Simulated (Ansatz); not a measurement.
# UB3LYP/def2-TZVPPD run of AlO (oxoaluminum)

Aim: the electronic atomisation energy of AlO (oxoaluminum) at UB3LYP/def2-TZVPPD, from 3 runs. 

The calculation is run with Ansatz 0.2.0.

36 further runs of the same task are left out: 36 set aside as unsound or not needed.

### Step 1. Starting point

AlO has 2 atoms, charge 0, and is taken as a doublet. As SMILES, `[O]=[Al]`. Geometry: relaxed at PBE0-D4/def2-TZVP.

Bond lengths: O1–Al2 1.620 Å.

### Step 2. A single-point energy at UB3LYP/def2-TZVPPD

input.yaml

```yaml
crystal:
  periodic: [false, false, false]
  atoms:
    - symbol: O
      position_ang: [0.000000, -0.000000, -0.024920]
    - symbol: Al
      position_ang: [-0.000000, 0.000000, 1.594970]
basis:
  gaussian:
    orbitals: def2-TZVPPD.json
magnetization:
  spin_polarized: true
  initial_magnetization: 1
hamiltonian:
  xc: {name: B3LYP}
accuracy: high
output: {orbitals: {seedname: orbitals}}
```

The basis set def2-TZVPPD is read from a file made from the Basis Set Exchange's data (not shown).

On the command line:

```console
ansatz run input.yaml --threads 1 --pin off --max-ram 3480MiB --events-out events.jsonl --progress --plain --runs-dir runs
```

The program printed:

```text
Warning: RAYON_NUM_THREADS=1 ignored (pool sized by the plan → 1); use --threads N
Functional definition: B3LYP
  name "B3LYP"
  parameter a0 = 0.2
  parameter ax = 0.72
  parameter ac = 0.81
  exchange = (1 - a0 - ax)*slater_x + ax*b88_x + a0*exact_x
  correlation = (1 - ac)*vwn_rpa_c + ac*lyp_c
1150 factors; integrals over basis functions are off by at most 3.3e-9 eV
mean field evaluation 1: about -8631.1717 eV, gradient 5.7e1 eV
mean field evaluation 2: about -8427.2165 eV, gradient 1.3e2 eV
mean field evaluation 4: about -8644.2380 eV, gradient 4.3e0 eV
mean field evaluation 8: about -8644.3755 eV, gradient 1.1e-1 eV
mean field evaluation 16: about -8644.4100 eV, gradient 1.1e-3 eV
mean field evaluation 32: about -8644.4100 eV, gradient 5.2e-8 eV
mean field -8644.41000992 eV, -317.6762084728 hartree, gradient 5.2e-8 eV, S^2 0.758741; 1 other end points of the search recorded, 0 dependent functions left out
reference -8644.41003565 eV, -317.6762094185 hartree; 11, 10 occupied and 77, 78 virtual orbitals, 1150 factors
Total energy: -8644.41003565 eV, -317.6762094185 hartree
```

Wall time 5.7 s (1 thread of Arm Neoverse V1, shared host); peak memory 0.21 GiB.

### Step 3. The Al atom

input.yaml

```yaml
crystal:
  periodic: [false, false, false]
  atoms:
    - symbol: Al
      position_ang: [0.000000, 0.000000, 0.000000]
basis:
  gaussian: {orbitals: def2-TZVPPD.json}
magnetization: {spin_polarized: true, initial_magnetization: 1}
hamiltonian: {xc: {name: B3LYP}}
accuracy: high
```

The basis set def2-TZVPPD is read from a file made from the Basis Set Exchange's data (not shown).

Run the same way, it converges to -242.38770 Eh (log not shown).

### Step 4. The O atom at the same level

run.yaml

```yaml
crystal:
  periodic: [false, false, false]
  atoms:
    - {symbol: O, position_ang: [0.000000, 0.000000, 0.000000]}
basis:
  gaussian:
    orbitals: def2-TZVPPD.json
magnetization:
  spin_polarized: true
  initial_magnetization: 2
hamiltonian:
  xc: {name: B3LYP}
accuracy: high
```

The basis set def2-TZVPPD is read from a file made from the Basis Set Exchange's data (not shown).

Run the same way, it converges to -75.09698 Eh (log not shown).

### Step 5. Summary of results

At UB3LYP/def2-TZVPPD:

| quantity | value |
| --- | --- |
| molecule: total energy | -317.67621 Eh |
| molecule: HOMO energy (highest over α and β) | -7.56 eV |
| molecule: LUMO energy (lowest over α and β) | -4.73 eV |
| molecule: ⟨S²⟩ | 0.759 |
| Al atom: total energy | -242.38770 Eh |
| Al atom: ⟨S²⟩ | 0.755 |
| O atom: total energy | -75.09698 Eh |
| O atom: ⟨S²⟩ | 2.004 |
| electronic atomisation energy | 5.212 eV |

What this shows: Taking the molecule apart into free atoms costs 5.21 eV (120 kcal/mol), before zero-point energy and without spin-orbit coupling.
